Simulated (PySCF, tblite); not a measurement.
# C₈H₁₄OSi: geometry, infrared bands and NMR shifts

Wanted: the infrared bands and NMR shifts of C₈H₁₄OSi (`CC#C[SiH2]OC/C=C/CC`), by calculation.

The runs use tblite 0.8.0 and PySCF 2.14.0, with density-fitted response routines of our own; the level of theory stands in each step. All values are computed, except where a source is named. Atoms are numbered from 0 throughout.

### Step 1. The molecule as given

24 atoms, charge 0, multiplicity 1; geometry from: force field or distance geometry start.

Bonds of the start (Å): C0–C1 1.47, C1–C2 1.19, C2–Si3 1.88, Si3–O4 1.67, O4–C5 1.43, C5–C6 1.49, C6–C7 1.34, C7–C8 1.51, C8–C9 1.53, C0–H10 1.09, C0–H11 1.09, C0–H12 1.09, Si3–H13 1.47, Si3–H14 1.49, C5–H15 1.09, C5–H16 1.10, C6–H17 1.10, C7–H18 1.09, C8–H19 1.09, C8–H20 1.10, C9–H21 1.10, C9–H22 1.08, C9–H23 1.09.

### Step 2. Optimising the geometry with GFN2-xTB

What the job is given:

```
{"job": {"kind": "relax", "xc": "GFN2-xTB", "basis": "xTB"}, "charge": 0, "multiplicity": 1}
C      5.545300    -0.291600    -0.543100
C      4.375400     0.202000     0.201600
C      3.440600     0.591000     0.835600
Si     1.944800     1.214700     1.785300
O      0.578500     0.295900     1.523800
C      0.054500     0.259000     0.193000
C     -1.203600    -0.541600     0.236200
C     -2.398600    -0.096500    -0.162900
C     -3.655500    -0.925800    -0.113300
C     -4.702100    -0.293000     0.805700
H      6.173000    -0.916600     0.085800
H      6.134600     0.543300    -0.911300
H      5.212400    -0.884200    -1.391900
H      1.656400     2.607900     1.402500
H      2.237700     1.199600     3.249000
H      0.763100    -0.237100    -0.468200
H     -0.136900     1.276800    -0.173200
H     -1.108100    -1.557300     0.639200
H     -2.502300     0.910200    -0.559000
H     -3.444400    -1.940700     0.234300
H     -4.073200    -0.997800    -1.123400
H     -4.969000     0.716600     0.463400
H     -5.602600    -0.891200     0.827900
H     -4.331700    -0.223800     1.827700
```

Launch:

```sh
OMP_NUM_THREADS=1 python probes_run.py task.json out
```

This one command runs all jobs of the session in turn.

**Question.** This job is followed by: GFN2-xTB harmonic vibrations, gas phase; GIAO PBE0/pcSseg-1 NMR shielding, non-relativistic, gas phase. What will the session give for the following? strongest single infrared mode (GFN2-xTB); zero-point energy (GFN2-xTB); ¹³C shifts against TMS (PBE0/pcSseg-1); ¹H shifts against TMS (PBE0/pcSseg-1, means over atoms taken as alike); ²⁹Si shifts against TMS (PBE0/pcSseg-1); ¹⁷O shifts against H2O (PBE0/pcSseg-1); surface potential, 1st and 99th percentile.

As calculated:

| quantity | value |
| --- | --- |
| strongest single infrared mode (GFN2-xTB) | 755 cm⁻¹, 358 km/mol |
| zero-point energy (GFN2-xTB) | 120.5 kcal/mol |
| ¹³C shifts against TMS (PBE0/pcSseg-1) | 142.5, 137.5, 113.0, 84.6, 69.1, 32.0, 17.3, 5.9 ppm |
| ¹H shifts against TMS (PBE0/pcSseg-1, means over atoms taken as alike) | 6.05, 5.87, 4.97, 4.32, 2.12, 2.08, 1.09 ppm |
| ²⁹Si shifts against TMS (PBE0/pcSseg-1) | -53.0 ppm |
| ¹⁷O shifts against H2O (PBE0/pcSseg-1) | 35.4 ppm |
| surface potential, 1st and 99th percentile | -1.26 V and 0.98 V |

In words: The optimisation took 74 steps and gained 0.198 eV; among the close pairs (by a distance rule), Si3–O4 changed most, from 1.667 to 1.622 Å. The lowest mode is slightly imaginary (20i cm⁻¹), a soft motion within the noise of the Hessian, so the minimum is not strictly shown. The strongest single mode, at 755 cm⁻¹, is spread over many atoms; the largest shares are those of H13, H14. Unscaled tight-binding wavenumbers are off by several per cent, some by more. Its intensities can rank the bands wrongly. At PBE0/pcSseg-1: Shielding is most anisotropic at C1 (span 284 ppm, paramagnetic term -203 ppm).
